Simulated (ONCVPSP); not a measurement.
# Pseudopotential generation for Ge: ONCV, LDA (Perdew-Wang 92)

Do these settings give a usable potential? It is generated, then checked for transferability, scattering, ghosts and hardness.

Method: ONCVPSP 4.0.1.1 (patched build), LDA (Perdew-Wang 92), scalar-relativistic.

## 1. Settings

The settings as typed:

```
element                 : germanium (Ge, Z = 32)
type                    : optimised norm-conserving Vanderbilt (ONCV)
frozen core             : [Ne]
valence charge          : 22
reference configuration : 3s2 3p6 3d10 4s2 4p2
partial waves           : 3s+4s: rc 0.85 bohr, ncon 4, nbas 7, qcut 15.4 1/bohr, 2 projectors; 3p+4p: rc 1.00 bohr, ncon 3, nbas 6, qcut 14 1/bohr, 2 projectors; 3d: rc 1.05 bohr, ncon 4, nbas 8, qcut 18 1/bohr, 1 projector
local potential         : polynomial inside 0.55 bohr (lpopt 5, dvloc0 4 Ha)
core correction         : not asked for
```

An earlier all-electron run gives the scale for the radii.

All-electron outer shells of the reference configuration (LDA (PZ), scalar-relativistic, ld1.x):

```
shell  level (eV)  outermost node (bohr)  outermost maximum (bohr)
   2s    -1369.45                   0.06                      0.18
   2p    -1198.06                      –                      0.14
   3s     -167.73                   0.26                      0.54
   3p     -115.38                   0.23                      0.54
   3d      -29.55                      –                      0.50
   4s      -11.95                   0.77                      1.73
   4p       -4.05                   0.82                      2.19
```

## 2. Generation

Contents of Ge.dat:

```
# ATOM AND REFERENCE CONFIGURATION
# atsym  z   nc   nv     iexc    psfile
  Ge 32.00    3    5  -001012      upf
#
#   n    l    f
    1    0    2.00
    2    0    2.00
    2    1    6.00
    3    0    2.00
    3    1    6.00
    3    2   10.00
    4    0    2.00
    4    1    2.00
#
# PSEUDOPOTENTIAL AND OPTIMIZATION
# lmax
    2
#
#   l,   rc,      ep,       ncon, nbas, qcut
    0    0.85    0.00    4    7   15.40
    1    1.00    0.00    3    6   14.00
    2    1.05    0.00    4    8   18.00
#
# LOCAL POTENTIAL
# lloc, lpopt,  rc(5),   dvloc0
    4    5    0.55    4.00
#
# VANDERBILT-KLEINMAN-BYLANDER PROJECTORs
# l, nproj, debl
    0    2    3.40
    1    2    3.70
    2    1    2.20
#
# MODEL CORE CHARGE
# icmod, fcfact, rcfact
    0    0.00    0.00
#
# LOG DERIVATIVE ANALYSIS
# epsh1, epsh2, depsh
   -8.00    5.00    0.04
#
# OUTPUT GRID
# rlmax, drl
    6.00    0.01
#
# TEST CONFIGURATIONS
# ncnf
    4
# nvcnf
#   n    l    f
    5
    3    0    2.00
    3    1    6.00
    3    2   10.00
    4    0    2.00
    4    1    1.00
#
    5
    3    0    2.00
    3    1    6.00
    3    2   10.00
    4    0    2.00
    4    1    0.00
#
    5
    3    0    2.00
    3    1    6.00
    3    2   10.00
    4    0    1.00
    4    1    0.00
#
    5
    3    0    2.00
    3    1    6.00
    3    2   10.00
    4    0    0.00
    4    1    4.00
#
```

On the command line:

```sh
oncvpsp.x < Ge.dat > Ge.out
```

Q: Predict the outcome of this session. Wanted: cutoffs for 1 and 0.1 mHa per electron, occupied waves; bound ghosts; GHOST(+) flags; largest test error; largest phase difference near zero energy, channels read.

The runs gave:

```
                                                quantity                               value
  cutoffs for 1 and 0.1 mHa per electron, occupied waves                   112 Ha and 126 Ha
                                            bound ghosts                          none found
                                          GHOST(+) flags                         s at 905 eV
                            largest test error (AE − PS)  -2.8 meV, for 3s2 3p6 3d10 4s1 4p0
largest phase difference near zero energy, channels read                           0.005 rad
```

The worst unpolarised test, 3s2 3p6 3d10 4s1 4p0, is off by 2.8 meV on 58.6 eV; by total energies transferability rates as very good. The potential is very hard: the looser tolerance needs 112 Ha. At the looser tolerance the 3d wave is the slowest; 3s needs 85 Ha. It is free of bound ghosts as far as tested. Near zero energy the phases of the channels with partial waves agree within 0.005 rad. The program also flags highly localised states, GHOST(+) (s). These are tests on the free atom; a crystal test is still owed.
